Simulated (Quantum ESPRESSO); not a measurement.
# AlCl2: zone-centre phonons under several settings

```
Al Cl
1.0
     4.62654    0.00000    0.00000
     0.00000    4.62654    0.00000
     0.00000    0.00000    3.77211
Al Cl
1 2
Direct
  0.00000 0.00000 0.52103
  0.50000 0.00000 0.36202
  0.00000 0.50000 0.36202
```

The cell was built by a generator and needn't be a form met in nature.

All runs used Quantum ESPRESSO 7.5; potentials PseudoDojo 0.4.1 SR PBEsol standard; k mesh 4 × 4 × 6, shifted; no spin polarisation; cutoff 789 eV; occupations fermi-dirac, width 0.05 eV.

```tsv
level	geometry	volume (Å³/atom)	pressure (GPa)	lowest optical mode without the field (cm⁻¹)	highest optical mode without the field (cm⁻¹)
PBEsol	relaxed at 0 GPa	25.51	0.0	34i	257
PBEsol	relaxed at 8 GPa	18.72	8.0	54i	311
PBEsol	relaxed at 15 GPa	?	15.0	?	?
```

Problem. What stands in the row left open?

Solution. Volume 16.93 Å³/atom; lowest optical mode without the field 117i cm⁻¹; highest optical mode without the field 320 cm⁻¹.

Values marked i are imaginary: the cell is unstable against those modes at that level, or the meshes are too thin.

Caveats: the mesh is thin for the phonons of a metal; some modes are imaginary; the layers were relaxed without a dispersion term, so their spacing and the soft interlayer modes are unreliable; this functional lacks dispersion, which binds the layers, so the pressure and a relaxed spacing across them are unreliable; an odd number of electrons without spin polarisation forces a metal; a magnetic or distorted state may lie lower; the volume moved by over 15 % at a fixed basis, so the end points are rough (some runs).

For the row left open. Caveat: the k mesh is coarse; the mesh is thin for the phonons of a metal; some modes are imaginary; the volume moved by over 15 % at a fixed basis, so the end points are rough; the cell is more than 3 GPa from zero pressure, which shifts response properties; the layers were relaxed without a dispersion term, so their spacing and the soft interlayer modes are unreliable; this functional lacks dispersion, which binds the layers, so the pressure and a relaxed spacing across them are unreliable; an odd number of electrons without spin polarisation forces a metal; a magnetic or distorted state may lie lower.
